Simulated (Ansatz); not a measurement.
Write a Python script for Ansatz's Python interface that makes the interaction energy of a dimer with the counterpoise correction of CH4SSi, SMILES C[Si]S. Settings (for the species named): PBE0, def2-SVPD basis, multiplicity 1.

```xyz
7

C    -0.8601    0.6070   -0.2413
Si    0.3020   -0.0554    0.9407
S     1.6235   -1.3422   -0.1299
H    -1.4161   -0.1241   -0.7473
H    -0.4079    1.2264   -1.0524
H    -1.6156    1.3333    0.2508
H     2.4354   -1.7130    0.9336
```

`dimer_ch4ssi.py`:
```python
# -*- coding: utf-8 -*-
"""Interaction energy of two CH4SSi molecules, with the counterpoise correction."""

import ansatz as az

FIRST = [
    ("C", (-0.8688, 0.6167, -0.2348)),
    ("Si", (0.2933, -0.0457, 0.9472)),
    ("S", (1.6148, -1.3325, -0.1234)),
    ("H", (-1.4248, -0.1144, -0.7408)),
    ("H", (-0.4166, 1.2361, -1.0459)),
    ("H", (-1.6243, 1.343, 0.2573)),
    ("H", (2.4267, -1.7033, 0.9401)),
]
SECOND = [
    ("C", (-3.1117, -2.3239, 2.1703)),
    ("Si", (-3.196, -2.7232, 3.9081)),
    ("S", (-5.2236, -3.2233, 4.3408)),
    ("H", (-3.7368, -1.5319, 1.8847)),
    ("H", (-3.3831, -3.1581, 1.4801)),
    ("H", (-2.037, -2.05, 1.8381)),
    ("H", (-5.0658, -3.5201, 5.6879)),
]

def energy(atoms, ghosts=()):
    molecule = az.Crystal.molecule()
    for symbol, xyz in atoms:
        molecule = molecule.atom(symbol, xyz)
    calc = (
        molecule.calculation()
        .basis(gaussian="def2-SVPD")
        .functional("PBE0")
    )
    deck = calc.input()
    if ghosts:
        deck = deck.set(az.key.basis.gaussian.ghost_atoms, [{"symbol": s, "position_ang": list(xyz)} for s, xyz in ghosts])
    return az.Session.from_dict(deck).plan().execute().report["free_energy_ev"]


def main():
    # monomers in their own basis and in the basis of the dimer
    both = energy(FIRST + SECOND)
    alone = energy(FIRST) + energy(SECOND)
    ghosted = energy(FIRST, SECOND) + energy(SECOND, FIRST)
    print(f"dimer {both:.6f} eV")
    print(f"interaction, uncorrected   {96.485332 * (both - alone):8.3f} kJ/mol")
    print(f"interaction, counterpoise  {96.485332 * (both - ghosted):8.3f} kJ/mol")
    print(f"basis-set superposition    {96.485332 * (alone - ghosted):8.3f} kJ/mol")


if __name__ == "__main__":
    main()
```

Output of `python dimer_ch4ssi.py`:
```text
dimer -39599.633879 eV
interaction, uncorrected     -1.676 kJ/mol
interaction, counterpoise     0.281 kJ/mol
basis-set superposition       1.957 kJ/mol
```

Uncorrected it is -1.676 kJ/mol, with the counterpoise correction 0.281 kJ/mol; the difference, 1.96 kJ/mol, is the superposition error. The sign changes with the correction, so this basis doesn't settle it.

What to keep in mind:
- Total energies depend on the basis set; only differences at equal settings carry meaning.
- The dimer is a generated trial pose of unrelaxed monomers, not a minimum, so the figure is no binding energy, and the basis set is small.
- This level lacks the dispersion part of the attraction (electrostatics and induction are there), which can decide the sign where the interaction is weak.
- Hardware and time: 32 s on 1 thread of Arm Neoverse V2, on a shared host, peak memory 0.63 GiB.

(A comment or docstring line of the script was reworded after the run, the code is as it ran; lines on the test bed's own set-up are left out of the output.)
